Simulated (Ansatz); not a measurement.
# MoN2: the cost of one run

Program: Ansatz 0.2.0. Level of theory: DFT PBEsol, scalar-relativistic, plane waves, PAW. These are calculated values, not measurements.

1 further run of the same task is left out (set aside as unsound or not needed).

**1. The starting structure**

The structure is tetragonal, space group P4/mbm (No. 127). Conventional cell: a = 4.348 Å, b = 4.348 Å, c = 2.767 Å, α = 90.00°, β = 90.00°, γ = 90.00°. Mo (site symmetry 4/m) is surrounded by 8 N at 2.24 Å. Around N (site symmetry m2m) lie 1 N at 1.37 Å.

Structure file:

```cif
data_structure
_symmetry_space_group_name_H-M 'P4/mbm'
_symmetry_Int_Tables_number 127
_cell_length_a 4.3481
_cell_length_b 4.3481
_cell_length_c 2.7675
_cell_angle_alpha 90.000
_cell_angle_beta 90.000
_cell_angle_gamma 90.000
_cell_volume 52.32
loop_
_atom_site_label
_atom_site_type_symbol
_atom_site_symmetry_multiplicity
_atom_site_Wyckoff_symbol
_atom_site_fract_x
_atom_site_fract_y
_atom_site_fract_z
_atom_site_occupancy
Mo1 Mo 2 a 0.50000 0.50000 0.00000 1
N1 N 4 h 0.88835 0.38835 0.50000 1
```

Source of the structure: the Materials Project (structure only).

(A quick probe on a coarse mesh, which set the mesh and smearing, is not shown.)

**3. A loose first relaxation**

Input file input.yaml:

```yaml
crystal:
  lattice:
    - [4.348053, 0.0, 0.0]
    - [0.0, 4.348053, 0.0]
    - [0.0, 0.0, 2.76746]
  atoms:
    - { symbol: Mo, position: [0.5, 0.5, 0.0] }
    - { symbol: Mo, position: [0.0, 0.0, 0.0] }
    - { symbol: "N", position: [0.888353, 0.388353, 0.5] }
    - { symbol: "N", position: [0.111647, 0.611647, 0.5] }
    - { symbol: "N", position: [0.388353, 0.111647, 0.5] }
    - { symbol: "N", position: [0.611647, 0.888353, 0.5] }
basis:
  ecutwfc: 420
kpoints:
  mp_grid: { grid: [6, 6, 8] }
hamiltonian:
  xc: pbesol
scf:
  occupations: { method: gaussian, width: 0.1 }
output:
  forces: true
  stress: true
  eigenvalues: true
relax:
  adjacent_minimum: "off"
  f_tol: 0.05
  max_steps: 80
  cell: { stress_tol: 0.5 }
```

The run is started by

```console
ansatz run input.yaml --threads 1 --pin off --max-ram 2560MiB --backend cpu --events-out ev --progress --plain --runs-dir out
```

**Question.** How long does this run take on 1 thread of Arm Neoverse V1, shared host, and how much memory does it need?

About 25 s, with a peak of 0.35 GiB.
